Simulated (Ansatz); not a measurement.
# GaBr+ (doublet): wave-function methods side by side, cc-pVTZ

The task here is to estimate one member of a computed series from the others.

Computed with Ansatz 0.2.0, Gaussian basis. Level: cc-pVTZ, core rule «outside noble gas», up to 28 orbitals frozen.

The runs, in order: UHF; CCSD(T) on ROHF; CCSD(T) on UHF; BCCD(T) on ROHF; CISD as a restricted active space (open shells left free, so some higher excitations enter); CCSDT(Q) on ROHF; CCSDT(Q) on UHF.

13 further runs of the same task are left out: 4 for a known fault of the program, 3 that didn't finish, 6 set aside as unsound or not needed. Runs told in other sessions of the task aren't counted.

### The system

The geometry is a PBE0/def2-TZVP stationary point (not a proven minimum). No spin-orbit coupling is included. The filled d shell of Ga, Br may be among the frozen orbitals whatever the setting's name suggests.

2 atoms, charge 1, spin multiplicity 2.

Atoms are counted from 1 here; the program's logs count them from 0.

Bond lengths: Ga1–Br2 2.245 Å.

The first run:

in.yaml reads:

```yaml
crystal:
  periodic: [false, false, false]
  atoms:
    - {symbol: Ga, position_ang: [0.000000, 0.000000, 0.000000]}
    - {symbol: Br, position_ang: [0.000000, 0.000000, 2.245200]}
basis:
  gaussian: {orbitals: cc-pVTZ}
total_charge: 1
magnetization: {spin_polarized: true, initial_magnetization: 1}
hamiltonian: {xc: hf}
output: {orbitals: {seedname: orbitals}}
```

Started as:

```console
ansatz run in.yaml --threads 1 --pin off --events-out ev --progress --plain --max-ram 2393MiB
```

Among the steps run: UHF; CCSD(T) on ROHF; CCSD(T) on UHF; BCCD(T) on ROHF; CISD as a restricted active space (open shells left free, so some higher excitations enter); CCSDT(Q) on ROHF; CCSDT(Q) on UHF.

One table of the session follows, with a row left open; its other results are not shown here.

| method | from UCCSDT(Q) (meV) |
| --- | --- |
| ROHF | +5906.6 |
| UHF | +5798.2 |
| RMP2 | +822.7 |
| UMP2 | +817.2 |
| RCCSD | +300.5 |
| UCCSD | +282.4 |
| RCCSD(T) | +44.8 |
| UCCSD(T) | +36.1 |
| BCCD(T) | +46.1 |
| RCCSDT | ? |
| UCCSDT | +13.4 |
| RCCSDT(Q) | +12.4 |
| UCCSDT(Q) | 0 |

Estimate the missing values for RCCSDT.

**Answer.** from UCCSDT(Q) (meV): +24.3. In the column «from UCCSDT(Q) (meV)» it lies between UCCSDT (+13.4) and UCCSD(T) (+36.1).

Not comparable, so not listed: CISD as a restricted active space (open shells left free, so some higher excitations enter) (they don't share determinant, frozen orbitals or solution with the rows shown, or repeat one).

Limits of these values: Restricted and unrestricted rows rest on different reference determinants; a gap between their highest levels can come from leftover correlation error, from unlike frozen cores or from another state.
